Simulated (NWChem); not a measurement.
# One shape, several levels: GeH4 (germane)

We compute a comparison of 3 runs (M06-2X/def2-SVP, M06-2X/def2-TZVP, M06-2X/def2-TZVPP) of GeH4 (germane). 

The results are computed with NWChem 7.3.0.

1 further run of the same task is left out (it didn't finish).

## 1. The system as given

The species is GeH4 (5 atoms), meant as a singlet with charge 0. As SMILES, `[GeH4]`. The shape is that of a PBE0-D4/def2-TZVP optimisation.

Bond lengths: Ge1–H2 1.534 Å, Ge1–H3 1.534 Å, Ge1–H4 1.534 Å, Ge1–H5 1.534 Å. Angles: H2–Ge1–H3 109.5°, H2–Ge1–H4 109.5°, H2–Ge1–H5 109.5°, H3–Ge1–H4 109.5°, H3–Ge1–H5 109.5°, H4–Ge1–H5 109.5°.

## 2. Energy and one-electron properties at M06-2X/def2-SVP (run 1)

geh4.xyz

```xyz
5

Ge     0.000100     0.000100     0.000000
H      1.148100    -0.756300     0.680600
H     -1.238800    -0.030000     0.904200
H     -0.329200    -0.669100    -1.340600
H      0.419800     1.455400    -0.244100
```

geh4.nw

```
start geh4
memory stack 880 mb heap 220 mb global 1100 mb
geometry noautosym nocenter noautoz
  load format xyz geh4.xyz
end
basis spherical bse
  * library def2-SVP
end
dft
  xc m06-2x
  grid fine
  convergence energy 1e-08
  iterations 100
  mulliken
  noprint "final vectors analysis"
end
property
  dipole
  quadrupole
  mulliken
end
task dft property
```

The run is started by

```console
$ nwchem geh4.nw > geh4.out
```

What it wrote:

```text
[...]
          Wavefunction type:  closed shell.
          No. of atoms     :     5
          No. of electrons :    36
[...]
          Charge           :     0
          Spin multiplicity:     1
[...]
          AO basis - number of functions:    52
[...]
              XC Information
              --------------
                       M06-2X Method XC Functional
                     Hartree-Fock (Exact) Exchange  0.540
                        M06-2X Exchange Functional  1.000
                      M06-2X Correlation Potential  1.000
[...]
 d= 0,ls=0.0,diis     1  -2079.1052188410 -2.12D+03  4.21D-03  7.24D-02     1.2
[...]
 d= 0,ls=0.0,diis     7  -2079.1133077121 -3.73D-09  9.00D-07  3.29D-10     5.8
         Total DFT energy =    -2079.113307712101
      One electron energy =    -2987.525990469105
           Coulomb energy =      943.551937033068
    Exchange-Corr. energy =      -80.559681765789
 Nuclear repulsion energy =       45.420427489725
[...]
      Total Density - Mulliken Population Analysis
     ---------------------------------------------
    Atom       Charge   Shell Charges
 -----------   ------   -------------------------------------------------------
    1 Ge  32    31.66   2.00  2.00  1.99  1.04  0.24  6.00  5.98  1.38  0.94  8.14  1.79  0.16
    2 H    1     1.08   0.72  0.35  0.01
    3 H    1     1.08   0.72  0.35  0.01
    4 H    1     1.08   0.72  0.35  0.01
    5 H    1     1.08   0.72  0.35  0.01
[...]
   Dipole moment        0.0006031067 Debye(s)
             DMX        0.0004941501 DMXEFC        0.0000000000
             DMY        0.0003396649 DMYEFC        0.0000000000
             DMZ       -0.0000646618 DMZEFC        0.0000000000
   -EFC- dipole         0.0000000000 DEBYE(S)
   Total dipole         0.0006031067 DEBYE(S)
[...]
```

Run time: 6.6 s. Hardware: 1 thread of Intel Xeon Platinum 8488C (Sapphire Rapids), shared host; peak memory 0.11 GiB.

Atomic charges (e):

```csv
atom,Mulliken,Löwdin
Ge1,+0.340,+0.300
H2,-0.085,-0.080
H3,-0.085,-0.080
H4,-0.085,-0.080
H5,-0.085,-0.080
```

## 3. Energy and one-electron properties at M06-2X/def2-TZVP (run 2)

work.xyz

```xyz
5
GeH4 M06-2X
Ge     0.000100     0.000100     0.000000
H      1.148100    -0.756300     0.680600
H     -1.238800    -0.030000     0.904200
H     -0.329200    -0.669100    -1.340600
H      0.419800     1.455400    -0.244100
```

work.nw

```
start work
title "GeH4 M06-2X"
memory stack 880 mb heap 220 mb global 1100 mb
charge 0

geometry noautosym nocenter noautoz
  load work.xyz
end

basis spherical bse
  * library def2-TZVP
end

dft
  xc m06-2x
  grid fine
  convergence energy 1e-08
  maxiter 100
  mulliken
  noprint "final vectors analysis"
end

property
  dipole
  quadrupole
  mulliken
end

task dft property
```

The run is started by

```console
$ nwchem work.nw > work.out
```

What it wrote:

```text
[...]
          Wavefunction type:  closed shell.
          No. of atoms     :     5
          No. of electrons :    36
[...]
          Charge           :     0
          Spin multiplicity:     1
[...]
          AO basis - number of functions:    72
[...]
              XC Information
              --------------
                       M06-2X Method XC Functional
                     Hartree-Fock (Exact) Exchange  0.540
                        M06-2X Exchange Functional  1.000
                      M06-2X Correlation Potential  1.000
[...]
 d= 0,ls=0.0,diis     1  -2079.3645132168 -2.12D+03  3.12D-03  4.26D-01     2.3
[...]
 d= 0,ls=0.0,diis     8  -2079.3750902543 -3.38D-10  1.22D-07  4.32D-11    12.4
         Total DFT energy =    -2079.375090254317
      One electron energy =    -2987.921003420893
           Coulomb energy =      943.679490059492
    Exchange-Corr. energy =      -80.554004382642
 Nuclear repulsion energy =       45.420427489725
[...]
      Total Density - Mulliken Population Analysis
     ---------------------------------------------
    Atom       Charge   Shell Charges
 -----------   ------   -------------------------------------------------------
    1 Ge  32    32.00   2.00  2.00  1.14  0.82  0.78  0.61  5.98  4.45  1.55  1.49  1.01  8.90  1.06  0.09  0.10  0.01
    2 H    1     1.00   0.24  0.55  0.20  0.01
    3 H    1     1.00   0.24  0.55  0.20  0.01
    4 H    1     1.00   0.24  0.55  0.20  0.01
    5 H    1     1.00   0.24  0.55  0.20  0.01
[...]
   Dipole moment        0.0005900334 Debye(s)
             DMX        0.0004917376 DMXEFC        0.0000000000
             DMY        0.0003153810 DMYEFC        0.0000000000
             DMZ       -0.0000828755 DMZEFC        0.0000000000
   -EFC- dipole         0.0000000000 DEBYE(S)
   Total dipole         0.0005900334 DEBYE(S)
[...]
```

It took 13 s on 1 thread of Intel Xeon Platinum 8488C (Sapphire Rapids), shared host; peak memory 0.11 GiB.

Atomic charges (e):

```csv
atom,Mulliken,Löwdin
Ge1,-0.005,+0.320
H2,+0.001,-0.080
H3,+0.001,-0.080
H4,+0.001,-0.080
H5,+0.001,-0.080
```

## 4. The charge distribution at M06-2X/def2-TZVPP (run 3)

calc.xyz

```xyz
5
GeH4
Ge     0.000100     0.000100     0.000000
H      1.148100    -0.756300     0.680600
H     -1.238800    -0.030000     0.904200
H     -0.329200    -0.669100    -1.340600
H      0.419800     1.455400    -0.244100
```

calc.nw

```
start calc
title "GeH4"
memory 2200 mb

geometry units angstroms noautosym nocenter noautoz
 load calc.xyz
end

basis spherical bse
 * library def2-TZVPP
end

dft
 xc m06-2x
 mult 1
 grid fine
 convergence energy 1e-08
 maxiter 100
 mulliken
 noprint "final vectors analysis"
end

property
 dipole
 quadrupole
 mulliken
end

task dft property
```

The run is started by

```console
$ nwchem calc.nw > calc.out
```

What it wrote:

```text
[...]
          Wavefunction type:  closed shell.
          No. of atoms     :     5
          No. of electrons :    36
[...]
          Charge           :     0
          Spin multiplicity:     1
[...]
          AO basis - number of functions:   104
[...]
              XC Information
              --------------
                       M06-2X Method XC Functional
                     Hartree-Fock (Exact) Exchange  0.540
                        M06-2X Exchange Functional  1.000
                      M06-2X Correlation Potential  1.000
[...]
 d= 0,ls=0.0,diis     1  -2079.3660162788 -2.12D+03  2.15D-03  4.47D-01     3.7
[...]
 d= 0,ls=0.0,diis     8  -2079.3768176885 -3.58D-10  9.00D-08  4.80D-11    20.0
         Total DFT energy =    -2079.376817688478
      One electron energy =    -2987.906949105652
           Coulomb energy =      943.663486290219
    Exchange-Corr. energy =      -80.553782362770
 Nuclear repulsion energy =       45.420427489725
[...]
      Total Density - Mulliken Population Analysis
     ---------------------------------------------
    Atom       Charge   Shell Charges
 -----------   ------   -------------------------------------------------------
    1 Ge  32    31.79   2.00  2.00  1.15  0.81  0.77  0.54  5.98  4.45  1.55  1.44  0.95  8.90  1.07  0.07  0.10  0.01
    2 H    1     1.05   0.24  0.57  0.23  0.00  0.01  0.00
    3 H    1     1.05   0.24  0.57  0.23  0.00  0.01  0.00
    4 H    1     1.05   0.24  0.57  0.23  0.00  0.01  0.00
    5 H    1     1.05   0.24  0.57  0.23  0.00  0.01  0.00
[...]
   Dipole moment        0.0005834461 Debye(s)
             DMX        0.0004877746 DMXEFC        0.0000000000
             DMY        0.0003091558 DMYEFC        0.0000000000
             DMZ       -0.0000831146 DMZEFC        0.0000000000
   -EFC- dipole         0.0000000000 DEBYE(S)
   Total dipole         0.0005834461 DEBYE(S)
[...]
```

Run time: 21 s. Hardware: 1 thread of Intel Xeon Platinum 8488C (Sapphire Rapids), shared host; peak memory 0.12 GiB.

Atomic charges (e):

```csv
atom,Mulliken,Löwdin
Ge1,+0.209,+0.620
H2,-0.052,-0.150
H3,-0.052,-0.150
H4,-0.052,-0.150
H5,-0.052,-0.150
```

## 5. The series

```csv
run,level,energy (Eh),dipole moment (D),wall time
1,M06-2X/def2-SVP,-2079.113308,0.00,6.6 s
2,M06-2X/def2-TZVP,-2079.375090,0.00,13 s
3,M06-2X/def2-TZVPP,-2079.376818,0.00,21 s
```

## 6. Outcome

| quantity | value |
| --- | --- |
| run 3: total energy | -2079.37682 Eh |
| run 3: dipole moment | 0.00 D |

What this shows: Over the runs the total energy spans 7.170 eV. All runs together took 41 s, the longest 21 s.
